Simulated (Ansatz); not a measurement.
**WC: an axial (c/a) deformation path**

An exercise on one series of results from a longer session: the logs are not shown, and one member is left open.

Program: Ansatz 0.2.0. Level of theory: DFT r2SCAN, scalar-relativistic, plane waves, PAW. These are calculated values, not measurements.

### The system as given

Symmetry: P-6m2, No. 187, hexagonal system. Conventional cell: a = 2.901 Å, b = 2.901 Å, c = 2.829 Å, α = 90.00°, β = 90.00°, γ = 120.00°. Around W (site symmetry -6m2) lie 6 C at 2.19 Å. C (site symmetry -6m2) is surrounded by 6 W at 2.19 Å.

Structure file:

```
W C
1.0
     2.90050    0.00000    0.00000
    -1.45025    2.51191    0.00000
     0.00000    0.00000    2.82900
W C
1 1
Direct
  0.00000 0.00000 0.00000
  0.66667 0.33333 0.50000
```

The cell is taken as given, not relaxed at this level.

### Zero of energy

Reference values: F = -10649.3215 eV; pressure 4.30 GPa; largest force 0.000 eV/Å; gap on the mesh none (metal). It was computed beforehand with the settings of the runs below.

The first run:

At fixed volume and fractional coordinates, lengths along (0.000, 0.000, 1.000) are scaled against those across it; ρ is that ratio over its starting value.

The input, input.yaml:

```yaml
crystal:
  lattice:
    - [3.0619642063, 0.0, 0.0]
    - [-1.5309821031, 2.6517387881, 0.0]
    - [0.0, 0.0, 2.5385101132]
  atoms:
    - { symbol: W, position: [0.0, 0.0, 0.0] }
    - { symbol: C, position: [0.6666666667, 0.3333333333, 0.5] }
basis:
  ecutwfc: 500
kpoints:
  mp_grid: { grid: [24, 24, 18] }
hamiltonian:
  xc: r2scan
scf:
  occupations: { method: gaussian, width: 0.15 }
output:
  forces: true
  stress: true
  eigenvalues: true
```

The run is started by

```console
$ ansatz run input.yaml --threads 1 --pin off --max-ram 2560MiB --backend cpu --events-out ev --progress --plain --runs-dir out
```

Steps of the session up to this table: ρ = 0.850; At ρ = 1.200; ρ = 0.920; ρ = 1.100; Point ρ = 0.960; Point ρ = 1.050; Point ρ = 0.800; At ρ = 1.300.

One table of the session follows, with a row left open; its other results are not shown here.

| ρ | ΔE (meV/atom) | pressure (GPa) |
| --- | --- | --- |
| 0.800 | 850.4 | 30.8 |
| 0.850 | 448.0 | 20.1 |
| 0.920 | 115.1 | 10.2 |
| 0.960 | 26.6 | 6.6 |
| 1.000 | 0.0 | 4.3 |
| 1.050 | 40.5 | 2.9 |
| 1.100 | ? | ? |
| 1.200 | 518.3 | 5.9 |
| 1.300 | 1002.8 | 11.7 |

**Question.** Estimate the row for ρ = 1.100.

Worked estimate for «ΔE (meV/atom)». A straight line through the neighbours (1.050, 40.5) and (1.200, 518.3) gives 40.5 + (518.3 − 40.5) × (1.100 − 1.050) / (1.200 − 1.050) = 199.8; a parabola fitted to 4 rows on both sides gives 167.8.

As computed: ΔE (meV/atom): 149.4; pressure (GPa): 3.0. In «ΔE (meV/atom)» the line misses by +50.4 and the parabola by +18.4.
